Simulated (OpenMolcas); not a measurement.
# Cl: CASSCF terms and fine-structure levels

Wanted: the level scheme of Cl from active-space wave functions.

The numbers are computed with OpenMolcas 26.06 (state-averaged CASSCF, spin-orbit coupling by RASSI with atomic mean-field integrals), except any that are marked as measured or tabulated.

3 further runs of the same task are left out: 3 set aside as unsound or not needed.

## 1. Starting point

```
Species                           : Cl (chlorine, Z = 17, 17 electrons)
Basis                             : ANO-RCC-VQZP [6s5p3d2f1g], 59 functions
Scalar Hamiltonian                : DKH3, point nucleus
Inactive shells                   : 1s 2s 2p
Active space                      : 7 electrons in 8 orbitals (3s 3p 4s 4p)
Some configurations of this space : 3s 3p⁶, 3s² 3p⁵
Orbitals                          : optimised for the ground-state spin in each parity, averaged over the low roots
```

Outer shells as boxes (Hund's rule):

3s 3p6
```
3s [↑ ]
3p [↑↓][↑↓][↑↓]
```

3s2 3p5
```
3s [↑↓]
3p [↑↓][↑↓][↑ ]
```

The work runs as a chain of OpenMolcas steps in one folder; each step below is one input file. Labels, J, g values, rates, χT and fits are worked out afterwards by a script from the matrices that RASSI stores.

## 2. Basis and integrals

a.inp

```
&GATEWAY
Coord
1

Cl 0.0 0.0 0.0
Basis=ANO-RCC-VQZP
Group=XYZ
NoMove
AngMom=0.0 0.0 0.0
AMFI
&SEWARD
Relativistic=R03O02
```

Started as:

```bash
> OMP_NUM_THREADS=1 MOLCAS_MEM=2252 MOLCAS_PROJECT=a pymolcas a.inp > a.log
```

## 3. Start orbitals from a smaller active space

a.inp

```
&RASSCF
FileOrb=start.orb
Symmetry=2
Spin=2
nActEl=7 0 0
Inactive=2 3
Ras2=1 3
CIRoot=3 3 1
SDav=3
CIMx=300
Iter=120 100
PrWF=0.3
OrbListing=Nothing
MaxOrb=0
Atom
>>> COPY $Project.JobIph JOBPRE
```

## 4. Reference wave functions, doublets of odd parity, 3 roots

a.inp

```
&RASSCF
FileOrb=start.orb
Symmetry=2
Spin=2
nActEl=7 0 0
Inactive=2 3
Ras2=2 6
CIRoot=3 3 1
SDav=1204
CIMx=300
Iter=120 100
PrWF=0.3
OrbListing=Nothing
MaxOrb=0
Atom
>>> COPY $Project.JobIph JOB001
```

## 5. State interaction with spin-orbit coupling

a.inp

```
&RASSI
NrOfJobIphs=1 3
1 2 3
IphNames
JOB001
EJob
SpinOrbit
DIPRint=1.0
SOCoupling=1000.0
Subsets=2
MEES
Property=10
'ANGMOM' 1 'ANGMOM' 2 'ANGMOM' 3 'MLTPL  1' 1 'MLTPL  1' 2 'MLTPL  1' 3
'AMFI' 1 'AMFI' 2 'AMFI' 3 'MLTPL  2' 6
SOProperty=3
'ANGMOM' 1 'ANGMOM' 2 'ANGMOM' 3
```

What does the calculation give? Wanted: lowest level; first excited level; spin-orbit lowering of the lowest level.

As calculated:

| quantity | value |
| --- | --- |
| method | CASSCF |
| lowest level | 3s² 3p⁵ ²P°_3/2, 100 % of that term, g = 1.334 |
| ground level listed by NIST | 2P°3/2 |
| first excited level | 3s² 3p⁵ ²P°_1/2 at 0.1036 eV |
| spin-orbit lowering of the lowest level | 0.0345 eV |

What this shows: The multiplet ²P° is inverted. Only the configurations of the active space and the roots asked for are present. Not all states of the active space went into the spin-orbit step. The levels of the extra active shells were not computed. Only valence configurations of the active space appear, up to the ionisation limit; * or ° marks odd parity.
